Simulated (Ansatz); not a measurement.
**CH4FNSi: short molecular-dynamics run, by script**

How does CH4FNSi move over a short run? Aim: a short molecular-dynamics run, for CH4FNSi, run from a script. SMILES: N=C[SiH2]F.

Computed with the Python package of Ansatz 0.2.0. Level of theory: BLYP/def2-SVP.

### Step 1. Starting point

Bond lengths: N1–C2 1.237 Å, C2–Si3 1.873 Å, Si3–F4 1.538 Å, N1–H5 1.052 Å, C2–H6 1.112 Å, Si3–H7 1.540 Å, Si3–H8 1.464 Å. Angles: N1–C2–Si3 123.1°, N1–C2–H6 119.2°, Si3–C2–H6 117.7°, C2–N1–H5 115.3°, C2–Si3–F4 109.6°, C2–Si3–H7 109.9°, C2–Si3–H8 111.2°, F4–Si3–H7 106.9°, F4–Si3–H8 113.1°, H7–Si3–H8 105.9°.

The script holds or builds the structure itself.

### Step 2. The code

The input, md.py:

```python
"""A short Born-Oppenheimer trajectory of CH4FNSi."""

import ansatz as az
import numpy as np

BASIS_SET = "def2-SVP"
XC = "blyp"
N_STEPS = 20
TEMPERATURE_K = 800

geometry_ang = [
    ("N", (-0.5262, 1.62, -0.6326)),
    ("C", (0.1108, 0.9652, 0.2017)),
    ("Si", (0.1686, -0.9069, 0.2044)),
    ("F", (-0.6399, -1.4499, -0.9856)),
    ("H", (-1.0705, 1.0509, -1.3306)),
    ("H", (0.6999, 1.5007, 0.9775)),
    ("H", (1.6198, -1.3881, 0.0174)),
    ("H", (-0.2703, -1.4489, 1.492)),
]
ch4fnsi = az.Crystal.molecule()
for symbol, xyz in geometry_ang:
    ch4fnsi = ch4fnsi.atom(symbol, xyz)

calc = (
    ch4fnsi.calculation()
    .basis(gaussian=BASIS_SET)
    .functional(XC)
    .md("nvt_nose_hoover", timestep=0.5, steps=N_STEPS, temperature=TEMPERATURE_K, initial_velocities="maxwell_boltzmann", seed=31, thermostat_time=20)
)
frames = []
out = calc.session().plan().execute(on_event=lambda e: frames.append(e["data"]) if e["event"] == "md_step" else None)
print("t (fs)   E_pot (eV)      E_kin (eV)   T (K)   d(0-1) (A)")
for f in frames[::2]:
    xyz = np.array(f["positions_ang"])
    print(f"{f['time_fs']:6.2f} {f['lagrangian_ev']:14.5f} {f['e_kin_ev']:10.5f} {f['temperature_k']:8.1f} {np.linalg.norm(xyz[0] - xyz[1]):9.4f}")
kept = np.array([f["conserved_ev"] for f in frames])
print(f"conserved energy moves by at most {1000 * np.ptp(kept):.3f} meV")
```

### Step 3. What the engine is handed

The engine receives this input:

```yaml
crystal:
  periodic: [false, false, false]
  atoms:
    - { symbol: "N", position_ang: [-0.5262, 1.62, -0.6326] }
    - { symbol: C, position_ang: [0.1108, 0.9652, 0.2017] }
    - { symbol: Si, position_ang: [0.1686, -0.9069, 0.2044] }
    - { symbol: F, position_ang: [-0.6399, -1.4499, -0.9856] }
    - { symbol: H, position_ang: [-1.0705, 1.0509, -1.3306] }
    - { symbol: H, position_ang: [0.6999, 1.5007, 0.9775] }
    - { symbol: H, position_ang: [1.6198, -1.3881, 0.0174] }
    - { symbol: H, position_ang: [-0.2703, -1.4489, 1.492] }
basis:
  gaussian:
    orbitals: def2-SVP
hamiltonian:
  xc: blyp
md:
  timestep: 0.5
  n_steps: 20
  ensemble: nvt_nose_hoover
  temperature: 800.0
  nose_hoover:
    tau: 20.0
  initial_velocities: maxwell_boltzmann
  seed: 31
```

### Step 4. Running it

On the command line:

```sh
python md.py
```

Q: Predict the main results. Wanted: total energy; dipole moment; mean temperature, second half; farthest move; largest change of the conserved energy.

As calculated:

| quantity | value |
| --- | --- |
| total energy | -13178.7936 eV |
| dipole moment | 1.71 D |
| length of the run | 20 steps, 10 fs |
| mean temperature, second half | 773 K |
| farthest move | 0.35 Å |
| largest change of the conserved energy | 0.11 meV/atom |

**Reading.** The temperature swings between 699 and 814 K, with a mean of 773 K in the second half; 8 atoms fluctuate widely. The conserved energy stays within 0.11 meV/atom, so the time step holds. A run of 10 fs is far too short for averages. The trajectory is only some femtoseconds long, and gives no averages; where the script doesn't relax first, it starts from a rough generated geometry. The temperature counts the internal degrees of freedom alone.
